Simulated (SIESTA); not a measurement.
A run of SIESTA 5.4.2 is set up as follows.

HfIn4SiO6.fdf

```
SystemName                      HfIn4SiO6
SystemLabel                     HfIn4SiO6
NumberOfSpecies                 4
NumberOfAtoms                   12
%block ChemicalSpeciesLabel
  1  72 Hf
  2  49 In
  3  14 Si
  4   8 O
%endblock ChemicalSpeciesLabel

LatticeConstant                 1.0 Ang
%block LatticeVectors
     5.2774300000     0.0000000000     0.0000000000
    -2.6387200000     4.5703900000     0.0000000000
     0.0000000000     0.0000000000    10.5590500000
%endblock LatticeVectors
AtomicCoordinatesFormat         Fractional
%block AtomicCoordinatesAndAtomicSpecies
     0.6666700000     0.3333300000     0.0000000000  1  Hf
     0.0000000000     0.0000000000     0.3044600000  2  In
     0.0000000000     0.0000000000     0.6955400000  2  In
     0.3333300000     0.6666700000     0.7891900000  2  In
     0.3333300000     0.6666700000     0.2108100000  2  In
     0.0000000000     0.0000000000     0.0000000000  3  Si
     0.9730000000     0.7049600000     0.8997200000  4  O
     0.2950400000     0.0270000000     0.1002800000  4  O
     0.2950400000     0.2680400000     0.8997200000  4  O
     0.7319600000     0.7049600000     0.1002800000  4  O
     0.7319600000     0.0270000000     0.8997200000  4  O
     0.9730000000     0.2680400000     0.1002800000  4  O
%endblock AtomicCoordinatesAndAtomicSpecies

%block kgrid.MonkhorstPack
    6   0   0  0.0
    0   6   0  0.0
    0   0   3  0.0
%endblock kgrid.MonkhorstPack
XC.Functional                   GGA
XC.Authors                      PBE
PAO.BasisSize                   DZP
PAO.EnergyShift                 0.003 Ry
Mesh.Cutoff                     800 Ry
OccupationFunction              FD
ElectronicTemperature           0.05 eV
MaxSCFIterations                120
SCF.MustConverge                false
SCF.Mixer.Method                Pulay
SCF.Mixer.Weight                0.25
SCF.Mixer.History               8
SCF.DM.Tolerance                5.0e-05
SCF.H.Tolerance                 1.0e-03 eV
WriteForces                     true
Charge.Mulliken                 end
Charge.Hirshfeld                end
Charge.Voronoi                  end
SaveRho                         true
SaveElectrostaticPotential      true
%block PAO.Basis
  Hf 5
  n=5 0 2
    3.241 0.000
  n=6 0 2
    8.163 0.000
  n=5 1 2
    3.929 0.000
  n=6 1 1
    8.163
  n=5 2 2
    7.906 0.000
  In 4
  n=5 0 2
    6.996 0.000
  n=5 1 2
    9.500 0.000
  n=4 2 2
    4.106 0.000
  n=5 2 1
    9.500
%endblock PAO.Basis
Diag.ParallelOverK              true
```

Potentials or basis: PseudoDojo 0.4 standard (PBE files), DZP (energy shift 0.003 Ry; two zetas on semicore shells).

Run with:

```sh
$ mpirun -n 4 siesta HfIn4SiO6.fdf > HfIn4SiO6.out 2>&1
```

**Question.** What does it give for the band gap on the k mesh?

**Answer.** None (metal or under the smearing width).

**Question.** What does it give for the largest force?

**Answer.** 0.176 eV/Å.

**Question.** Estimate the Hirshfeld charges.

**Answer.** Hf +0.68; In +0.21, +0.24; Si +0.28; O -0.31 e.

Forces in eV/Å, atoms in the order of the input:
```
Hf  -0.001  0.000  0.000
In   0.000  0.000  0.088
In   0.000  0.000 -0.088
In   0.000  0.000 -0.090
In   0.000  0.000  0.090
Si   0.000  0.000  0.000
O    0.005  0.012 -0.175
O   -0.008 -0.010  0.175
O   -0.012 -0.002 -0.175
O   -0.005  0.012  0.175
O    0.008 -0.010 -0.175
O    0.013 -0.002  0.175
```

Caveat: the basis of atomic orbitals isn't converged, which shifts pressures, moduli and gaps. Spin-orbit coupling is left out, which matters for the levels of Hf.
